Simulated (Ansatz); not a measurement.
**CH5B2FO: molecular dynamics**

Purpose: to follow the molecule's vibrations and see whether its bonds hold. The start is relaxed first. Runs: 427 steps of 1 fs under a Langevin thermostat at 500 K. SMILES of the start: OBCBF.

Program: Ansatz 0.2.0. Level of theory: RKS LDA/STO-3G. These are calculated values, not measurements.

## (1) Starting point

Bond lengths: O1–B2 1.409 Å, B2–C3 1.560 Å, C3–B4 1.647 Å, B4–F5 1.461 Å, O1–H6 1.061 Å, B2–H7 1.177 Å, C3–H8 1.111 Å, C3–H9 1.131 Å, B4–H10 1.111 Å. Angles: O1–B2–C3 119.3°, O1–B2–H7 121.8°, C3–B2–H7 118.9°, B2–O1–H6 104.9°, B2–C3–B4 113.1°, B2–C3–H8 113.9°, B2–C3–H9 111.5°, B4–C3–H8 106.3°, B4–C3–H9 106.7°, H8–C3–H9 104.7°, C3–B4–F5 115.5°, C3–B4–H10 121.0°, F5–B4–H10 123.4°.

Structure file:

```xyz
10

O    -2.1316   -0.3788    0.4182
B    -0.8913   -0.7085   -0.1641
C     0.4265   -0.2662    0.5438
B     1.3869    0.6742   -0.4085
F     0.8004    1.9422   -0.8360
H    -2.3966    0.5531   -0.0136
H    -0.8198   -1.3440   -1.1520
H     0.2633    0.3047    1.4828
H     1.0501   -1.1572    0.8552
H     2.3952    0.3293   -0.7227
```

## (2) Preparing the start

Contents of input.yaml:

```yaml
crystal:
  periodic: [false, false, false]
  atoms:
    - { symbol: O, position_ang: [-2.1316, -0.3788, 0.4182] }
    - { symbol: B, position_ang: [-0.8913, -0.7085, -0.1641] }
    - { symbol: C, position_ang: [0.4265, -0.2662, 0.5438] }
    - { symbol: B, position_ang: [1.3869, 0.6742, -0.4085] }
    - { symbol: F, position_ang: [0.8004, 1.9422, -0.836] }
    - { symbol: H, position_ang: [-2.3966, 0.5531, -0.0136] }
    - { symbol: H, position_ang: [-0.8198, -1.344, -1.152] }
    - { symbol: H, position_ang: [0.2633, 0.3047, 1.4828] }
    - { symbol: H, position_ang: [1.0501, -1.1572, 0.8552] }
    - { symbol: H, position_ang: [2.3952, 0.3293, -0.7227] }
basis:
  gaussian: { orbitals: STO-3G }
hamiltonian:
  xc: lda
relax:
  f_tol: 0.02
  max_steps: 40
scf:
  lower_state_search: "off"
```

Started as:

```sh
$ ansatz run input.yaml --threads 1 --pin off --max-ram 2048MiB --backend cpu --events-out ev --progress --plain --runs-dir out
```

The runs that follow: The run.

What does the calculation give? Wanted: relaxation of the start; temperature, first and last step; temperature, second half; potential energy, second half; bonds formed or broken.

**Answer**, as computed:

```
                        quantity                          value
         relaxation of the start       15 moves, 2.108 eV lower
                          length              427 steps of 1 fs
temperature, first and last step                  450 and 446 K
        temperature, second half  mean 474 K, from 189 to 841 K
   potential energy, second half    +53 meV/atom from the start
          bonds formed or broken                              0
```

In words: Against a set 500 K the second half averages 474 K with a spread of 132 K. No bond forms or breaks. Averages from a run of 427 fs with 10 atoms are rough. The nuclei move classically, without zero-point motion, which matters most for hydrogen. In so small a basis the energies are only a sketch.
